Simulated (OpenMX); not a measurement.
SiF:

```
Si F
1.0
     1.33860    0.77284    3.89831
    -1.33860    0.77284    3.89831
     0.00000   -1.54568    3.89831
Si F
1 1
Direct
  0.50000 0.50000 0.50000
  0.00000 0.00000 0.00000
```

The cell was built by a generator and needn't be a form met in nature.

Base run:

| Item | Value |
| --- | --- |
| Program | OpenMX 3.8.5 |
| Functional | PBE |
| Potentials or basis | OpenMX 2013 PBE set, Si7.0-s2p2d1, F6.0-s2p2d1, grid cutoff 400 Ry |
| k mesh | 9 × 9 × 9 |
| Occupations | fermi-dirac, width 0.05 eV |
| Spin | no spin polarisation |

Its results: pressure 0.7 GPa.

Problem. The run is repeated on the same cell with these changes: functional from PBE to LDA; potentials or basis from OpenMX 2013 PBE set, Si7.0-s2p2d1, F6.0-s2p2d1, grid cutoff 400 Ry to OpenMX 2013 LDA set, Si7.0-s2p2d1, F6.0-s2p2d1, grid cutoff 400 Ry. What comes out?

Solution. Pressure -7.1 GPa.

Caveats: the basis of atomic orbitals isn't converged, which shifts pressures, moduli and gaps; an odd number of electrons without spin polarisation forces a metal; a magnetic or distorted state may lie lower.

Not every run made on this cell is shown here.
